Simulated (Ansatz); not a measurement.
# F₂H₂O₂Ti: one species, many methods

An exercise on one series of results from a longer session: the logs are not shown, and one member is left open.

The runs use Ansatz 0.2.0, Gaussian basis; functionals in def2-TZVPP, the program's frozen cores in correlated methods.

Plan: LDA (SPW92), PBE-D4, revPBE-D4, BLYP-D4, r2SCAN-D4, B97M-V, PBE0-D4, B3LYP-D4, r2SCANh-D4, r2SCAN0-D4, HSE06-D4, BHLYP-D4, CAM-B3LYP-D4, LC-ωPBE, ωB97X-V, ωB97M-V, B2PLYP, PBE-QIDH; CCSD(T)/def2-SVP; CCSD(T)/def2-TZVPP; CCSD(T)/def2-QZVPP; extrapolation to the limit; RPA on PBE.

### The geometry

An earlier PBE0-D4 in a triple-zeta def2 set relaxation fixed the geometry.

7 atoms, charge 0, spin multiplicity 1.

Atoms are counted from 1 here; the program's logs count them from 0.

Bond lengths: O1–Ti2 1.778 Å, O1–H6 0.958 Å, Ti2–O3 1.778 Å, Ti2–F4 1.760 Å, Ti2–F5 1.760 Å, O3–H7 0.958 Å. Angles: Ti2–O1–H6 134.9°, O1–Ti2–O3 107.7°, O1–Ti2–F4 110.8°, O1–Ti2–F5 110.8°, O3–Ti2–F4 110.8°, O3–Ti2–F5 110.8°, F4–Ti2–F5 106.1°, Ti2–O3–H7 134.9°.

The first run:

The input, in.yaml:

```yaml
crystal:
  periodic: [false, false, false]
  atoms:
    - {symbol: O, position_ang: [-1.222219, 0.595878, 0.894210]}
    - {symbol: Ti, position_ang: [-0.019904, -0.026724, -0.258344]}
    - {symbol: O, position_ang: [1.418755, -0.509727, 0.668218]}
    - {symbol: F, position_ang: [-0.668469, -1.391718, -1.160259]}
    - {symbol: F, position_ang: [0.390135, 1.197376, -1.454471]}
    - {symbol: H, position_ang: [-2.109247, 0.951158, 0.819845]}
    - {symbol: H, position_ang: [2.272249, -0.884344, 0.445102]}
basis:
  gaussian: {orbitals: def2-TZVPP}
hamiltonian: {xc: lda}
output: {orbitals: {seedname: orbitals}}
```

Run with:

```
$ ansatz run in.yaml --threads 2 --pin off --events-out ev --progress --plain --max-ram 22528MiB --backend cpu
```

Steps of the session up to this table: LDA; PBE-D4 (GGA); revPBE-D4 (GGA); BLYP-D4 (GGA); r2SCAN-D4 (meta-GGA); B97M-V (meta-GGA); B3LYP-D4 (hybrid); r2SCANh-D4 (hybrid); r2SCAN0-D4 (hybrid); HSE06-D4 (hybrid); BHLYP-D4 (hybrid); CAM-B3LYP-D4 (range-separated); LC-ωPBE (range-separated); ωB97X-V (range-separated); ωB97M-V (range-separated); B2PLYP (double hybrid); PBE-QIDH (double hybrid).

One of the session's tables, all rows but one given; the rest of the session is left out.

It belongs to the step «Orbital energies across the functionals». 

| functional | HOMO (eV) | LUMO (eV) | gap (eV) |
| --- | --- | --- | --- |
| LDA (SPW92) | -8.41 | -3.39 | 5.02 |
| PBE-D4 | -8.18 | -3.11 | 5.07 |
| revPBE-D4 | -8.09 | -3.01 | 5.08 |
| BLYP-D4 | -8.10 | -3.07 | 5.03 |
| r2SCAN-D4 | -8.58 | -3.05 | 5.53 |
| B97M-V | -8.67 | -3.07 | 5.60 |
| PBE0-D4 | -9.94 | -2.13 | 7.81 |
| B3LYP-D4 | ? | ? | ? |
| r2SCANh-D4 | -9.24 | -2.67 | 6.57 |
| r2SCAN0-D4 | -10.23 | -2.07 | 8.16 |
| HSE06-D4 | -9.53 | -2.51 | 7.01 |
| BHLYP-D4 | -11.65 | -1.00 | 10.65 |
| CAM-B3LYP-D4 | -11.46 | -1.02 | 10.44 |
| LC-ωPBE | -12.79 | 0.25 | 13.05 |
| ωB97X-V | -12.45 | 0.22 | 12.67 |
| ωB97M-V | -12.39 | 0.20 | 12.59 |

Q: Estimate the row for B3LYP-D4 from the others.

Worked estimate for «HOMO (eV)». Against the share of exact exchange, BLYP-D4 (0, -8.10), BHLYP-D4 (0.5, -11.65) give a slope of -7.10 per unit share; at 0.2 the line stands at -9.52.

As computed: HOMO (eV): -9.67; LUMO (eV): -2.46; gap (eV): 7.20. In «HOMO (eV)» the line misses by +0.15.
